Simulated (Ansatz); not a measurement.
# In3GaP2: the cost of one run

Method: DFT PBE, scalar-relativistic, plane waves, PAW, in Ansatz 0.2.0.

2 further runs of the same task are left out: 1 that didn't finish, 1 set aside as unsound or not needed.

## (1) The structure to begin with

Symmetry: P6/mmm, No. 191, hexagonal system. The conventional cell has a = 6.201 Å, b = 6.201 Å, c = 3.966 Å, α = 90.00°, β = 90.00°, γ = 120.00°. In (site symmetry mmm) has 4 P at 2.67 Å as nearest neighbours. Ga (site symmetry 6/mmm) has 6 P at 3.58 Å and 12 In at 3.68 Å and 2 Ga at 3.97 Å as nearest neighbours. P (site symmetry -6m2) is surrounded by 6 In at 2.67 Å and 3 Ga at 3.58 Å.

Structure file:

```xyz
6
Lattice="6.2008 0.0000 0.0000 -3.1004 5.3700 0.0000 0.0000 0.0000 3.9660" Properties=species:S:1:pos:R:3 pbc="T T T"
In   -1.5502    2.6850    1.9830
In    1.5502    2.6850    1.9830
In    3.1004    0.0000    1.9830
Ga    0.0000    0.0000    0.0000
P     0.0000    3.5800    0.0000
P     3.1004    1.7900    0.0000
```

Recipe of the guess: species swapped into a database cell of CeSi2Ru3 (P6/mmm, No. 191), with Ga on the Ce sites, P on the Si sites and In on the Ru sites. Its size is a rough estimate.

## (2) A first look at the guess

Contents of input.yaml:

```yaml
crystal:
  lattice:
    - [6.20076754, 0.0, 0.0]
    - [-3.10038377, 5.37002221, 0.0]
    - [0.0, 0.0, 3.96600302]
  atoms:
    - { symbol: In, position: [0.0, 0.5, 0.5] }
    - { symbol: In, position: [0.5, 0.5, 0.5] }
    - { symbol: In, position: [0.5, 0.0, 0.5] }
    - { symbol: Ga, position: [0.0, 0.0, 0.0] }
    - { symbol: P, position: [0.33333333, 0.66666667, 0.0] }
    - { symbol: P, position: [0.66666667, 0.33333333, 0.0] }
basis:
  ecutwfc: 420
kpoints:
  mp_grid: { grid: [3, 3, 4] }
hamiltonian:
  xc: pbe
scf:
  occupations: { method: gaussian, width: 0.1 }
  lower_state_search: "off"
output:
  forces: true
  stress: true
  eigenvalues: true
```

Run with:

```
$ ansatz run input.yaml --threads 1 --pin off --max-ram 2560MiB --backend cpu --events-out ev --progress --plain --runs-dir out
```

Q: Estimate wall time and peak memory on 1 thread of Intel Xeon at 2.50GHz (Skylake/Cascade Lake), shared host.

About 8 s, with a peak of 0.42 GiB.
